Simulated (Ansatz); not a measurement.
Consider an atomisation energy of CH₅ClGeSi, SMILES [Cl][GeH]1[CH2][SiH2]1 (Ansatz 0.2.0, Python API).

`tae_ch5clgesi.py`
```python
"""Energy to split CH5ClGeSi into its atoms."""

from collections import Counter

import ansatz as az


def energy_of(molecule, charge=0, unpaired=0):
    calc = (
        molecule.calculation()
        .basis(gaussian="def2-SVP")  # the orbital basis, by name
        .functional("pbe0")
    )
    if charge:
        calc = calc.charge(charge)
    if unpaired:
        calc = calc.spin("collinear", total=unpaired)
    report = calc.run(threads=1, pin="off").report
    if report["published_state_doubts"]:
        print("  doubts:", report["published_state_doubts"])
    return report["free_energy_ev"]

geometry_ang = [
    ("Cl", [-2.014, 1.7621, 0.8356]),
    ("Ge", [-0.2032, 1.2425, -0.1265]),
    ("C", [0.7147, -0.2062, 0.7125]),
    ("Si", [-0.1457, -1.0764, -0.5497]),
    ("H", [0.3309, 1.9554, -1.4117]),
    ("H", [1.8394, -0.1769, 0.5317]),
    ("H", [0.4365, -0.4004, 1.7688]),
    ("H", [-1.4089, -1.7155, -0.0646]),
    ("H", [0.5388, -1.4309, -1.7132]),
]
mol = az.Crystal.molecule()
for symbol, xyz in geometry_ang:
    mol = mol.atom(symbol, xyz)

# unpaired electrons of the ground-state atoms
unpaired = {"Cl": 1, "Ge": 2, "C": 2, "Si": 2, "H": 1}
counts = Counter(site.symbol for site in mol.cartesian_sites)
atom_energy = {s: energy_of(az.Crystal.molecule().atom(s, (0, 0, 0)), 0, unpaired[s]) for s in counts}
whole = energy_of(mol, 0, 0)
for s, e in atom_energy.items():
    print(f"{s:2s} x{counts[s]}  {e:14.5f} eV")
print(f"CH5ClGeSi: {whole:.5f} eV")
split = sum(counts[s] * e for s, e in atom_energy.items()) - whole
print(f"atomisation energy (no zero-point term): {split:.3f} eV, {split / sum(counts.values()):.3f} eV an atom")
```

What does it cost to take this molecule apart into atoms?

27.552 eV from the electronic energies, without the zero-point term.

The output:

`python tae_ch5clgesi.py` gives:
```text
Cl x1    -12512.84380 eV
Ge x1    -56501.58830 eV
C  x1     -1027.52001 eV
Si x1     -7868.22521 eV
H  x5       -13.61361 eV
CH5ClGeSi: -78005.79782 eV
atomisation energy (no zero-point term): 27.552 eV, 3.061 eV an atom
```

Reading the output:
- Total energies depend on the basis set; only differences at equal settings carry meaning.
- The geometry is a force-field or estimated start, not a minimum of this method, and the basis set is short of its limit. All parts are taken at fixed geometry, without zero-point energy.
- Run time: 6.3 s on 1 thread of Arm Neoverse V1, with other jobs on the host, peak memory 0.29 GiB.
